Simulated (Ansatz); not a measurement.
# C3H9BO: a ladder of functionals and wavefunction methods

One table from this session's results is given with a row withheld; the runs are named, their logs left out.

Computed with Ansatz 0.2.0, Gaussian basis. Level: functionals in def2-TZVPP, the program's frozen cores in correlated methods.

Plan: LDA (SPW92), PBE-D4, revPBE-D4, BLYP-D4, r2SCAN-D4, B97M-V, PBE0-D4, B3LYP-D4, r2SCANh-D4, r2SCAN0-D4, HSE06-D4, BHLYP-D4, CAM-B3LYP-D4, LC-ωPBE, ωB97X-V, ωB97M-V, B2PLYP, PBE-QIDH; CCSD(T)/def2-SVP; CCSD(T)/def2-TZVPP; MP2/def2-QZVPP; extrapolation to the limit; RPA on PBE.

## The relaxed structure

An earlier PBE0-D4 in a triple-zeta def2 set relaxation fixed the geometry.

SMILES `BCCCO`, 14 atoms, charge 0, spin multiplicity 1.

Atoms are counted from 1 here; the program's logs count them from 0.

Bond lengths: B1–C2 1.548 Å, B1–H6 1.199 Å, B1–H7 1.198 Å, C2–C3 1.523 Å, C2–H8 1.098 Å, C2–H9 1.110 Å, C3–C4 1.517 Å, C3–H10 1.096 Å, C3–H11 1.095 Å, C4–O5 1.413 Å, C4–H12 1.100 Å, C4–H13 1.093 Å, O5–H14 0.960 Å. Angles: C2–B1–H6 121.0°, C2–B1–H7 120.3°, H6–B1–H7 118.6°, B1–C2–C3 118.3°, B1–C2–H8 111.8°, B1–C2–H9 99.9°, C3–C2–H8 111.7°, C3–C2–H9 109.6°, H8–C2–H9 103.8°, C2–C3–C4 113.7°, C2–C3–H10 109.6°, C2–C3–H11 109.6°, C4–C3–H10 108.0°, C4–C3–H11 109.1°, H10–C3–H11 106.6°, C3–C4–O5 113.2°, C3–C4–H12 109.8°, C3–C4–H13 110.0° and more.

As a file:

```xyz
14

B    -0.9671    0.7150    1.9292
C    -0.7120    0.1846    0.4970
C     0.6870   -0.3044    0.1455
C     0.8436   -0.7125   -1.3076
O     0.6213    0.3502   -2.2121
H    -0.0592    1.0670    2.6292
H    -2.0870    0.8425    2.3354
H    -1.4834   -0.5314    0.1844
H    -0.9444    1.0985   -0.0894
H     0.9434   -1.1677    0.7702
H     1.4175    0.4769    0.3782
H     0.1765   -1.5582   -1.5316
H     1.8662   -1.0502   -1.4922
H    -0.3153    0.5605   -2.2075
```

The first run:

The input, in.yaml:

```yaml
crystal:
  periodic: [false, false, false]
  atoms:
    - {symbol: B, position_ang: [-0.967059, 0.715030, 1.929204]}
    - {symbol: C, position_ang: [-0.711979, 0.184627, 0.496970]}
    - {symbol: C, position_ang: [0.687031, -0.304391, 0.145519]}
    - {symbol: C, position_ang: [0.843564, -0.712519, -1.307590]}
    - {symbol: O, position_ang: [0.621340, 0.350211, -2.212105]}
    - {symbol: H, position_ang: [-0.059246, 1.066954, 2.629172]}
    - {symbol: H, position_ang: [-2.087045, 0.842478, 2.335432]}
    - {symbol: H, position_ang: [-1.483424, -0.531423, 0.184430]}
    - {symbol: H, position_ang: [-0.944405, 1.098463, -0.089406]}
    - {symbol: H, position_ang: [0.943395, -1.167721, 0.770208]}
    - {symbol: H, position_ang: [1.417484, 0.476909, 0.378200]}
    - {symbol: H, position_ang: [0.176522, -1.558210, -1.531578]}
    - {symbol: H, position_ang: [1.866151, -1.050153, -1.492228]}
    - {symbol: H, position_ang: [-0.315330, 0.560544, -2.207530]}
basis:
  gaussian: {orbitals: def2-TZVPP}
hamiltonian: {xc: lda}
output: {orbitals: {seedname: orbitals}}
```

Started as:

```console
$ ansatz run in.yaml --threads 4 --pin off --events-out ev --progress --plain --max-ram 10444MiB
```

Among the steps run: LDA; PBE-D4 (GGA); revPBE-D4 (GGA); BLYP-D4 (GGA); r2SCAN-D4 (meta-GGA); B97M-V (meta-GGA); PBE0-D4 (hybrid); B3LYP-D4 (hybrid); r2SCANh-D4 (hybrid); r2SCAN0-D4 (hybrid); HSE06-D4 (hybrid); BHLYP-D4 (hybrid); CAM-B3LYP-D4 (range-separated); LC-ωPBE (range-separated); ωB97X-V (range-separated); ωB97M-V (range-separated); B2PLYP (double hybrid); PBE-QIDH (double hybrid).

One table of the session follows, with a row left open; its other results are not shown here.

It belongs to the step «Orbital energies across the functionals». 

```
  functional  HOMO (eV)  gap (eV)
 LDA (SPW92)      -6.39      3.71
      PBE-D4          ?         ?
   revPBE-D4      -6.16      3.90
     BLYP-D4      -6.15      3.90
   r2SCAN-D4      -6.55      4.60
      B97M-V      -6.73      4.64
     PBE0-D4      -7.83      6.48
    B3LYP-D4      -7.60      5.99
  r2SCANh-D4      -7.16      5.55
  r2SCAN0-D4      -8.06      6.96
    HSE06-D4      -7.43      5.68
    BHLYP-D4      -9.39      9.05
CAM-B3LYP-D4      -9.32      9.03
     LC-ωPBE     -10.65     11.60
     ωB97X-V     -10.33     11.16
     ωB97M-V     -10.26     10.80
```

Q: Estimate the row for PBE-D4 from the others.

The run gave: HOMO (eV): -6.23; gap (eV): 3.84. In the column «HOMO (eV)» it lies between LDA (SPW92) (-6.39) and revPBE-D4 (-6.16).
